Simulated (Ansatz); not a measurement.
# GaNH₃ radical: up Jacob's ladder to CCSD(T)

An exercise on one series of results from a longer session: the logs are not shown, and one member is left open.

The runs use Ansatz 0.2.0, Gaussian basis; functionals in def2-TZVPP, the program's frozen cores in correlated methods.

Plan: LDA (SPW92), PBE-D4, revPBE-D4, BLYP-D4, r2SCAN-D4, B97M-V, PBE0-D4, B3LYP-D4, r2SCANh-D4, r2SCAN0-D4, HSE06-D4, BHLYP-D4, CAM-B3LYP-D4, LC-ωPBE, ωB97X-V, ωB97M-V, B2PLYP, PBE-QIDH; CCSD(T)/def2-SVP; CCSD(T)/def2-TZVPP; CCSD(T)/def2-QZVPP; extrapolation to the limit; RPA on PBE.

### The geometry

An earlier PBE0-D4 in a triple-zeta def2 set relaxation fixed the geometry.

5 atoms, charge 0, spin multiplicity 2.

Atoms are counted from 1 here; the program's logs count them from 0.

Bond lengths: N1–Ga2 1.825 Å, N1–H3 1.008 Å, N1–H4 1.006 Å, Ga2–H5 1.594 Å. Angles: Ga2–N1–H3 123.8°, Ga2–N1–H4 124.3°, H3–N1–H4 111.9°, N1–Ga2–H5 116.9°.

The first run:

Input file in.yaml:

```yaml
crystal:
  periodic: [false, false, false]
  atoms:
    - {symbol: N, position_ang: [-0.211858, -0.683960, 0.064703]}
    - {symbol: Ga, position_ang: [0.815481, 0.782947, 0.416979]}
    - {symbol: H, position_ang: [-0.946846, -0.701255, -0.625057]}
    - {symbol: H, position_ang: [-0.115221, -1.569311, 0.532044]}
    - {symbol: H, position_ang: [0.508244, 2.097879, -0.430069]}
basis:
  gaussian: {orbitals: def2-TZVPP}
magnetization: {spin_polarized: true, initial_magnetization: 1}
hamiltonian: {xc: lda}
output: {orbitals: {seedname: orbitals}}
```

Started as:

```sh
$ ansatz run in.yaml --threads 2 --pin off --events-out ev --progress --plain --max-ram 22528MiB --backend cpu
```

Among the steps run: LDA; PBE-D4 (GGA); revPBE-D4 (GGA); BLYP-D4 (GGA); r2SCAN-D4 (meta-GGA); B97M-V (meta-GGA); PBE0-D4 (hybrid); B3LYP-D4 (hybrid); r2SCANh-D4 (hybrid); r2SCAN0-D4 (hybrid); HSE06-D4 (hybrid); BHLYP-D4 (hybrid); CAM-B3LYP-D4 (range-separated); LC-ωPBE (range-separated); ωB97X-V (range-separated); ωB97M-V (range-separated); B2PLYP (double hybrid); PBE-QIDH (double hybrid).

One of the session's tables, all rows but one given; the rest of the session is left out.

It belongs to the step «Orbital energies across the functionals». 

| functional | HOMO (eV) | LUMO (eV) | gap (eV) |
| --- | --- | --- | --- |
| LDA (SPW92) | ? | ? | ? |
| PBE-D4 | -4.58 | -3.22 | 1.35 |
| revPBE-D4 | -4.56 | -3.10 | 1.46 |
| BLYP-D4 | -4.41 | -3.31 | 1.10 |
| r2SCAN-D4 | -4.95 | -2.80 | 2.15 |
| B97M-V | -4.69 | -3.57 | 1.12 |
| PBE0-D4 | -5.62 | -2.28 | 3.34 |
| B3LYP-D4 | -5.39 | -2.75 | 2.64 |
| r2SCANh-D4 | -5.33 | -2.49 | 2.83 |
| r2SCAN0-D4 | -5.89 | -2.05 | 3.84 |
| HSE06-D4 | -5.23 | -2.66 | 2.56 |
| BHLYP-D4 | -6.50 | -1.59 | 4.91 |
| CAM-B3LYP-D4 | -6.84 | -1.49 | 5.35 |
| LC-ωPBE | -8.20 | 0.02 | 8.22 |
| ωB97X-V | -7.72 | -0.41 | 7.31 |
| ωB97M-V | -7.60 | -0.60 | 7.00 |

Estimate the missing values for LDA (SPW92).

As computed: HOMO (eV): -4.59; LUMO (eV): -3.54; gap (eV): 1.05. In the column «HOMO (eV)» it lies between B97M-V (-4.69) and PBE-D4 (-4.58).
